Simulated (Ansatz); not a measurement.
**Ag+ with HO−: superposition error and deformation**

How much of this pair's binding is borrowed basis, and how much do the fragments pay to take the shapes they have in the pair?

Method: PBE0-D4 structures, single points in def2-TZVPPD; program: Ansatz 0.2.0, Gaussian basis.

Levels: PBE-D4, revPBE-D4, BLYP-D4, r2SCAN-D4, B97M-V, PBE0-D4, B3LYP-D4, HSE06-D4, wB97X-V, wB97M-V, B2PLYP, Hartree-Fock, MP2, CCSD, CCSD(T).

Correlated methods freeze the cores. Filled d shells of the heavier atoms are correlated. Core potentials replace the inner electrons past krypton, and spin-orbit coupling is left out. B3LYP uses VWN-RPA correlation. B2PLYP carries no dispersion term here.

129 further runs of the same task are left out: 129 set aside as unsound or not needed.

## Step 1: Starting geometry

The relaxed pair: 3 atoms, charge 0, spin multiplicity 1.

Atoms are counted from 1 here; the program's logs count them from 0.

Bond lengths: Ag1–O2 2.009 Å, O2–H3 0.962 Å. Angles: Ag1–O2–H3 107.7°.

As a file:

```xyz
3
AgHO
Ag   -0.0408    0.0546   -1.4670
O    -0.2360    0.3157    0.5151
H     0.2768   -0.3705    0.9518
```

Atoms 1 to 1 are fragment A (Ag+), the rest fragment B (HO−). From earlier runs, pair energy (eV) and counterpoise interaction (kcal/mol):

```tsv
method	E(pair)	interaction
PBE-D4	-6061.73817	-198.66
revPBE-D4	-6064.59719	-193.68
BLYP-D4	-6062.52869	-197.03
r2SCAN-D4	-6063.70549	-198.80
B97M-V	-6062.46808	-195.19
PBE0-D4	-6061.01559	-191.67
B3LYP-D4	-6064.98440	-192.29
HSE06-D4	-6060.90224	-191.77
wB97X-V	-6061.82412	-186.88
wB97M-V	-6060.93254	-186.19
B2PLYP	-6059.84943	-188.25
MP2	-6054.36700	-184.31
CCSD(T)	-6054.26798	-183.46
```

First each fragment is run alone in its own basis, frozen in the shape it has in the pair (a, b).

## Step 2: wB97X-V/def2-TZVPPD

a/in.yaml

```yaml
crystal:
  periodic: [false, false, false]
  atoms:
    - {symbol: Ag, position_ang: [-0.040816, 0.054636, -1.466995]}
basis:
  gaussian: {orbitals: "def2-TZVPPD.json"}
total_charge: 1
hamiltonian: {xc: {name: wB97X-V}}
```

b/in.yaml

```yaml
crystal:
  periodic: [false, false, false]
  atoms:
    - {symbol: O, position_ang: [-0.236029, 0.315723, 0.515105]}
    - {symbol: H, position_ang: [0.276845, -0.370459, 0.951791]}
basis:
  gaussian: {orbitals: "def2-TZVPPD.json"}
total_charge: -1
hamiltonian: {xc: {name: wB97X-V}}
```

The basis file named in the input lies beside it (Basis Set Exchange, JSON).

Each run has its own folder and the same command.

Started as:

```console
$ ansatz run in.yaml --threads 2 --pin off --events-out ev --progress --plain --max-ram 5222MiB
```

Output in a:

```text
Functional definition: wB97X-V
  name "wB97X-V"
  cite "Mardirossian & Head-Gordon, Phys. Chem. Chem. Phys. 16, 9904 (2014) doi:10.1039/C3CP54374A"
  cite "Becke, J. Chem. Phys. 107, 8554 (1997) doi:10.1063/1.475007"
  cite "Vydrov & Van Voorhis, J. Chem. Phys. 133, 244103 (2010) doi:10.1063/1.3521275"
  parameter omega = 0.3/bohr
  parameter cx = 0.167
  parameter cx1 = 0.603
  parameter cx2 = 1.194
  parameter css0 = 0.556
  parameter css1 = -0.257
  parameter cos0 = 1.219
  parameter cos1 = -1.850
  parameter b = 6.0
  parameter c = 0.01
  exchange = spin_sum(e_x_unif_sr(omega)*poly(b97_u_x, 1 - cx, cx1, cx2)) + cx*exact_x_sr(omega) + exact_x_lr(omega)
  correlation = spin_sum(e_c_pw_same_spin*poly(b97_u_same, css0, css1))
      + integral(e_c_pw_opposite_spin*poly(b97_u_opposite, cos0, cos1)) + vv10(b, c)
362 factors; their error is unknown
69 factors; integrals over basis functions are off by at most 2.3e-5 eV
mean field evaluation 1: about -3982.2798 eV, gradient 8.4e1 eV
mean field evaluation 2: about -3981.8097 eV, gradient 9.2e1 eV
mean field evaluation 4: about -3990.9912 eV, gradient 3.4e-1 eV
mean field evaluation 8: about -3991.0098 eV, gradient 1.8e-4 eV
mean field -3991.00975581 eV, -146.6669033224 hartree, gradient 1.9e-5 eV, S^2 0.000000; 0 other end points of the search recorded, 0 dependent functions left out
reference -3991.00975513 eV, -146.6669032973 hartree; 9, 9 occupied and 47, 47 virtual orbitals, 362 factors
Total energy: -3991.00975513 eV, -146.6669032973 hartree
```

Log of b, cut to the lines that bear on the results:

```text
[... 5 set-up lines as earlier in the session ...]
[...]
      + integral(e_c_pw_opposite_spin*poly(b97_u_opposite, cos0, cos1)) + vv10(b, c)
243 factors; their error is unknown
78 factors; integrals over basis functions are off by at most 2.2e-5 eV
[...]
mean field -2062.70713301 eV, -75.8030889849 hartree, gradient 4.1e-5 eV, S^2 0.000000; 0 other end points of the search recorded, 0 dependent functions left out
reference -2062.70713161 eV, -75.8030889334 hartree; 5, 5 occupied and 52, 52 virtual orbitals, 243 factors
Total energy: -2062.70713161 eV, -75.8030889334 hartree
```

They took 0.95 s (a), 0.6 s (b) on 2 threads of Arm Neoverse V1, shared host.

## Step 3: wB97M-V/def2-TZVPPD

Each input of step 2 (a, b) changes in the same lines:

```diff
-hamiltonian: {xc: {name: wB97X-V}}
+hamiltonian: {xc: {name: wB97M-V}}
```

One command serves all of them, each in its own folder.

Started as:

```console
$ ansatz run in.yaml --threads 2 --pin off --events-out ev --progress --plain --max-ram 5222MiB
```

Output in a, cut to the lines that bear on the results:

```text
Functional definition: wB97M-V
  name "wB97M-V"
  cite "Mardirossian & Head-Gordon, J. Chem. Phys. 144, 214110 (2016) doi:10.1063/1.4952647"
[... 2 set-up lines as earlier in the session ...]
  # Of w^i u^j: cxij and so on, Table III.
[...]
  gx(w, u) = 1 - cx + cx01*u + cx10*w
  gss(w, u) = css00 + css04*u^4 + css10*w + css20*w^2 + css43*w^4*u^3
  gos(w, u) = cos00 + cos10*w + (cos20 + cos21*u)*w^2 + (cos60 + cos61*u)*w^6
[...]
      + integral(e_c_pw_mod_opposite_spin*gos(b97_w_opposite, b97_u_opposite)) + vv10(b, c)
357 factors; their error is unknown
69 factors; integrals over basis functions are off by at most 2.3e-5 eV
[...]
mean field -3990.02301799 eV, -146.6306413764 hartree, gradient 1.7e-5 eV, S^2 0.000000; 0 other end points of the search recorded, 0 dependent functions left out
reference -3990.02303441 eV, -146.6306419796 hartree; 9, 9 occupied and 47, 47 virtual orbitals, 357 factors
Total energy: -3990.02303441 eV, -146.6306419796 hartree
```

Output in b, cut to the lines that bear on the results:

```text
[... 5 set-up lines as earlier in the session ...]
  # Of w^i u^j: cxij and so on, Table III.
[...]
  gx(w, u) = 1 - cx + cx01*u + cx10*w
  gss(w, u) = css00 + css04*u^4 + css10*w + css20*w^2 + css43*w^4*u^3
  gos(w, u) = cos00 + cos10*w + (cos20 + cos21*u)*w^2 + (cos60 + cos61*u)*w^6
[...]
      + integral(e_c_pw_mod_opposite_spin*gos(b97_w_opposite, b97_u_opposite)) + vv10(b, c)
243 factors; their error is unknown
78 factors; integrals over basis functions are off by at most 2.2e-5 eV
[...]
mean field -2062.83117727 eV, -75.8076475276 hartree, gradient 4.2e-5 eV, S^2 0.000000; 0 other end points of the search recorded, 0 dependent functions left out
reference -2062.83121182 eV, -75.8076487973 hartree; 5, 5 occupied and 52, 52 virtual orbitals, 243 factors
Total energy: -2062.83121182 eV, -75.8076487973 hartree
```

Wall times: 1.3 s (a), 0.6 s (b) on 2 threads of Arm Neoverse V1, shared host.

## Step 4: B2PLYP/def2-TZVPPD

Each input of step 3 (a, b) changes in the same lines:

```diff
-hamiltonian: {xc: {name: wB97M-V}}
+hamiltonian: {xc: {name: B2PLYP}}
```

The same command starts each run, in its folder.

Started as:

```console
$ ansatz run in.yaml --threads 2 --pin off --events-out ev --progress --plain --max-ram 5222MiB
```

Log of a:

```text
Functional definition: B2PLYP
  name "B2PLYP"
  cite "Grimme, J. Chem. Phys. 124, 034108 (2006) doi:10.1063/1.2148954"
  cite "Becke, Phys. Rev. A 38, 3098 (1988) doi:10.1103/PhysRevA.38.3098"
  cite "Lee, Yang & Parr, Phys. Rev. B 37, 785 (1988) doi:10.1103/PhysRevB.37.785"
  parameter a = 0.53
  parameter c = 0.27
  exchange = (1 - a)*b88_x + a*exact_x
  correlation = (1 - c)*lyp_c + c*(mp2_os + mp2_ss)
395 factors; integrals over basis functions are off by at most 2.0e-4 eV
mean field evaluation 1: about -3975.9144 eV, gradient 8.2e1 eV
mean field evaluation 2: about -3975.9140 eV, gradient 8.2e1 eV
mean field evaluation 4: about -3984.2346 eV, gradient 8.3e-1 eV
mean field evaluation 8: about -3984.2332 eV, gradient 1.1e-2 eV
mean field -3984.23320043 eV, -146.4178695057 hartree, gradient 5.3e-6 eV, S^2 0.000000; 0 other end points of the search recorded, 0 dependent functions left out
reference -3984.23326793 eV, -146.4178719862 hartree; 9, 9 occupied and 47, 47 virtual orbitals, 395 factors
second order -18.96427897 eV of doubles, -0.00000000 eV of singles
Total energy: -3989.35362325 eV, -146.6060415735 hartree
```

Log of b, cut to the lines that bear on the results:

```text
[... 5 set-up lines as earlier in the session ...]
[...]
337 factors; integrals over basis functions are off by at most 1.2e-3 eV
[...]
mean field -2059.72919749 eV, -75.6936518730 hartree, gradient 9.0e-7 eV, S^2 0.000000; 0 other end points of the search recorded, 0 dependent functions left out
1 core orbitals not correlated: weight in the atoms' cores, before any rotation towards them, 1.000 or more for the frozen orbitals, at most 0.000 for the correlated occupied ones
reference -2059.72929821 eV, -75.6936555747 hartree; 4, 4 occupied and 52, 52 virtual orbitals, 337 factors
second order -9.51337425 eV of doubles, -0.00000000 eV of singles
Total energy: -2062.29790926 eV, -75.7880502897 hartree
```

Wall times: 0.7 s (a), 0.3 s (b) on 2 threads of Arm Neoverse V1, shared host.

## Step 5: B97M-V/def2-TZVPPD

Each input of step 4 (a, b) changes in the same lines:

```diff
-hamiltonian: {xc: {name: B2PLYP}}
+hamiltonian: {xc: {name: B97M-V}}
```

Each run has its own folder and the same command.

Started as:

```console
$ ansatz run in.yaml --threads 2 --pin off --events-out ev --progress --plain --max-ram 5222MiB
```

Log of a, cut to the lines that bear on the results:

```text
Functional definition: B97M-V
  name "B97M-V"
  cite "Mardirossian & Head-Gordon, J. Chem. Phys. 142, 074111 (2015) doi:10.1063/1.4907719"
[... 2 set-up lines as earlier in the session ...]
  # Of w^i u^j: cxij and so on, Table III.
[...]
  gx(w, u) = cx00 + cx01*u + cx02*u^2 + (cx10 + cx11*u)*w
  gss(w, u) = css00 + css02*u^2 + css10*w + (css32*w^3 + css42*w^4)*u^2
  gos(w, u) = cos00 + cos01*u + cos03*u^3 + cos10*w + cos32*w^3*u^2
[...]
      + integral(e_c_pw_mod_opposite_spin*gos(b97_w_opposite, b97_u_opposite)) + vv10(b, c)
344 factors; their error is unknown
[...]
mean field -3991.21138221 eV, -146.6743129561 hartree, gradient 4.7e-6 eV, S^2 0.000000; 0 other end points of the search recorded, 0 dependent functions left out
reference -3991.21140216 eV, -146.6743136891 hartree; 9, 9 occupied and 47, 47 virtual orbitals, 344 factors
Total energy: -3991.21140216 eV, -146.6743136891 hartree
```

b printed, cut to the lines that bear on the results:

```text
[... 5 set-up lines as earlier in the session ...]
  # Of w^i u^j: cxij and so on, Table III.
[...]
  gx(w, u) = cx00 + cx01*u + cx02*u^2 + (cx10 + cx11*u)*w
  gss(w, u) = css00 + css02*u^2 + css10*w + (css32*w^3 + css42*w^4)*u^2
  gos(w, u) = cos00 + cos01*u + cos03*u^3 + cos10*w + cos32*w^3*u^2
[...]
      + integral(e_c_pw_mod_opposite_spin*gos(b97_w_opposite, b97_u_opposite)) + vv10(b, c)
243 factors; their error is unknown
[...]
mean field -2062.78402999 eV, -75.8059148969 hartree, gradient 5.3e-5 eV, S^2 0.000000; 0 other end points of the search recorded, 0 dependent functions left out
reference -2062.78407081 eV, -75.8059163970 hartree; 5, 5 occupied and 52, 52 virtual orbitals, 243 factors
Total energy: -2062.78407081 eV, -75.8059163970 hartree
```

Wall times: 1.1 s (a), 0.5 s (b) on 2 threads of Arm Neoverse V1, shared host.

## Step 6: CCSD(T)/def2-TZVPPD

Each input of step 5 (a, b) changes in the same lines:

```diff
-hamiltonian: {xc: {name: B97M-V}}
+correlation: {method: ccsd_t}
```

The same command starts each run, in its folder.

Started as:

```console
$ ansatz run in.yaml --threads 2 --pin off --events-out ev --progress --plain --max-ram 5222MiB
```

Output in a, cut to the lines that bear on the results:

```text
Functional definition: HF
  name "HF"
  cite "Fock, Z. Phys. 61, 126 (1930) doi:10.1007/BF01340294"
  parent pbe
[...]
395 factors; integrals over basis functions are off by at most 2.0e-4 eV
[...]
mean field -3969.68647865 eV, -145.8832873401 hartree, gradient 2.5e-7 eV, S^2 0.000000; 0 other end points of the search recorded, 0 dependent functions left out
reference -3969.68647865 eV, -145.8832873401 hartree; 9, 9 occupied and 47, 47 virtual orbitals, 395 factors
second order -16.71325402 eV of doubles, -0.00000000 eV of singles
cycle   1  -15.76527841 eV  change    9.5e-1 eV  update   5.8e-2
[...]
cycle   6  -16.05026467 eV  change   -5.4e-6 eV  update   2.0e-5
perturbative correction -0.39627891 eV, -0.0145629812 hartree
Total energy: -3986.13302223 eV, -146.4876866688 hartree
```

b printed, cut to the lines that bear on the results:

```text
[... 4 set-up lines as earlier in the session ...]
[...]
337 factors; integrals over basis functions are off by at most 1.2e-3 eV
[...]
mean field -2052.15664252 eV, -75.4153656110 hartree, gradient 2.9e-6 eV, S^2 0.000000; 0 other end points of the search recorded, 0 dependent functions left out
1 core orbitals not correlated: weight in the atoms' cores, before any rotation towards them, 1.000 or more for the frozen orbitals, at most 0.000 for the correlated occupied ones
reference -2052.15664252 eV, -75.4153656110 hartree; 4, 4 occupied and 52, 52 virtual orbitals, 337 factors
second order -7.72718524 eV of doubles, -0.00000000 eV of singles
cycle   1  -7.32181325 eV  change    4.1e-1 eV  update   1.0e-1
[...]
cycle  10  -7.60747200 eV  change    3.1e-6 eV  update   5.8e-6
perturbative correction -0.31979749 eV, -0.0117523408 hartree
Total energy: -2060.08391201 eV, -75.7066873913 hartree
```

Wall times: 0.45 s (a), 0.3 s (b) on 2 threads of Arm Neoverse V1, shared host.

## Step 7: Relaxing HO− alone

relax-b/in.yaml

```yaml
crystal:
  periodic: [false, false, false]
  atoms:
    - {symbol: O, position_ang: [-0.236029, 0.315723, 0.515105]}
    - {symbol: H, position_ang: [0.276845, -0.370459, 0.951791]}
basis:
  gaussian: {orbitals: def2-TZVPD}
total_charge: -1
hamiltonian: {xc: pbe0, dispersion: d4}
relax: {f_tol: 0.005, max_steps: 200}
```

Started as:

```console
$ ansatz run in.yaml --threads 2 --pin off --events-out ev --progress --plain --max-ram 5222MiB
```

Log, cut to the lines that bear on the results:

```text
Functional definition: PBE0
  name "PBE0"
  cite "Adamo & Barone, J. Chem. Phys. 110, 6158 (1999) doi:10.1063/1.478522"
  cite "Perdew, Burke & Ernzerhof, Phys. Rev. Lett. 77, 3865 (1996) doi:10.1103/PhysRevLett.77.3865"
[... 1 set-up line as earlier in the session ...]
[...]
235 factors; their error is unknown
[...]
mean field -2061.17172679 eV, -75.7466638470 hartree, gradient 2.7e-5 eV, S^2 0.000000; 0 other end points of the search recorded, 0 dependent functions left out
[...]
reference -2061.17174786 eV, -75.7466646214 hartree; 5, 5 occupied and 44, 44 virtual orbitals, 235 factors
relax step   1: F+E_penalty+E_count = -2061.17540356 eV  Δ(F+E_penalty+E_count) = +0.000e0 eV  max|allowed force component| = 7.234e-2 eV/Å  Δτ_max = 0.0000 Å  (23 SCF iters, accepted)
[...]
relax step   2: F+E_penalty+E_count = -2061.17549806 eV  Δ(F+E_penalty+E_count) = -9.450e-5 eV  max|allowed force component| = 1.793e-2 eV/Å  Δτ_max = 0.0007 Å  (28 SCF iters, accepted)
[...]
relax step   3: F+E_penalty+E_count = -2061.17550429 eV  Δ(F+E_penalty+E_count) = -6.229e-6 eV  max|allowed force component| = 8.673e-5 eV/Å  Δτ_max = 0.0002 Å  (27 SCF iters, accepted)
235 factors; their error is unknown
[...]
mean field -2061.17181766 eV, -75.7466671864 hartree, gradient 9.4e-6 eV, S^2 0.000000; 1 other end points of the search recorded, 0 dependent functions left out
[...]
reference -2061.17183872 eV, -75.7466679606 hartree; 5, 5 occupied and 44, 44 virtual orbitals, 235 factors
Total energy: -2061.17552536 eV, -75.7468034421 hartree
Atom 0 at    -0.236560     0.316433     0.514653 Å, force    -0.000065     0.000087    -0.000055 eV/Å
Atom 1 at     0.277376    -0.371169     0.952243 Å, force     0.000065    -0.000087     0.000055 eV/Å
Dipole moment:     0.151759    -0.203040     0.129215 e Å
```

It took 0.95 s on 2 threads of Arm Neoverse V1, shared host.

Along the way:

```tsv
step	energy from step 1 (eV)	largest force component (eV/Å)
1	0.0000	0.0723
2	-0.0001	0.0179
3	-0.0001	0.0001
```

The bond:

```tsv
bond	before (Å)	after (Å)	change (Å)
O1–H2	0.962	0.964	+0.002
```

## Step 8: PBE-D4/def2-TZVPPD

free-b/in.yaml

```yaml
crystal:
  periodic: [false, false, false]
  atoms:
    - {symbol: O, position_ang: [-0.236560, 0.316433, 0.514653]}
    - {symbol: H, position_ang: [0.277376, -0.371169, 0.952243]}
basis:
  gaussian: {orbitals: "def2-TZVPPD.json"}
total_charge: -1
hamiltonian: {xc: pbe, dispersion: d4}
```

Started as:

```console
$ ansatz run in.yaml --threads 2 --pin off --events-out ev --progress --plain --max-ram 5222MiB
```

Log:

```text
Functional definition: PBE
  name "PBE"
[... 2 set-up lines as earlier in the session ...]
  parameter kappa = 0.804
  parameter beta = 0.06672455060314922
  exchange = pbe_x(kappa = kappa, mu = beta*pi^2/3)
  correlation = pbe_c(beta = beta)
243 factors; their error is unknown
mean field evaluation 1: about -2044.4609 eV, gradient 9.1e1 eV
mean field evaluation 2: about -2012.9214 eV, gradient 1.8e2 eV
mean field evaluation 4: about -2061.4739 eV, gradient 2.4e0 eV
mean field evaluation 8: about -2061.4809 eV, gradient 1.5e-1 eV
mean field -2061.48092329 eV, -75.7580266090 hartree, gradient 2.3e-5 eV, S^2 0.000000; 0 other end points of the search recorded, 0 dependent functions left out
reference -2061.48095264 eV, -75.7580276875 hartree; 5, 5 occupied and 52, 52 virtual orbitals, 243 factors
Total energy: -2061.48555684 eV, -75.7581968886 hartree
```

It took 0.2 s on 2 threads of Arm Neoverse V1, shared host.

## Step 9: r2SCAN-D4/def2-TZVPPD

Edit free-b/in.yaml of step 8 so:

```diff
@@ -8,2 +8,2 @@
 total_charge: -1
-hamiltonian: {xc: pbe, dispersion: d4}
+hamiltonian: {xc: r2scan, dispersion: d4}
```

Started as:

```console
$ ansatz run in.yaml --threads 2 --pin off --events-out ev --progress --plain --max-ram 5222MiB
```

Log:

```text
Functional definition: r2SCAN
  name "r2SCAN"
  cite "Furness, Kaplan, Ning, Perdew & Sun, J. Phys. Chem. Lett. 11, 8208 (2020) doi:10.1021/acs.jpclett.0c02405"
  cite "Furness, Kaplan, Ning, Perdew & Sun, J. Phys. Chem. Lett. 11, 9248 (2020) doi:10.1021/acs.jpclett.0c03077"
  parent r2scan
  parameter k0 = 0.174
  parameter k1 = 0.065
  parameter a1 = 4.9479
  exchange = r2scan_x(k0 = k0, k1 = k1, a1 = a1)
  correlation = r2scan_c
243 factors; their error is unknown
mean field evaluation 1: about -2055.7111 eV, gradient 6.0e1 eV
mean field evaluation 2: about -2039.3455 eV, gradient 1.2e2 eV
mean field evaluation 4: about -2062.4146 eV, gradient 2.4e0 eV
mean field evaluation 8: about -2062.4211 eV, gradient 1.4e-1 eV
mean field -2062.42108142 eV, -75.7925767829 hartree, gradient 8.8e-5 eV, S^2 0.000000; 0 other end points of the search recorded, 0 dependent functions left out
reference -2062.42108995 eV, -75.7925770966 hartree; 5, 5 occupied and 52, 52 virtual orbitals, 243 factors
Total energy: -2062.42218720 eV, -75.7926174195 hartree
```

It took 0.5 s on 2 threads of Arm Neoverse V1, shared host.

(Part 1 of 2 ends here.)
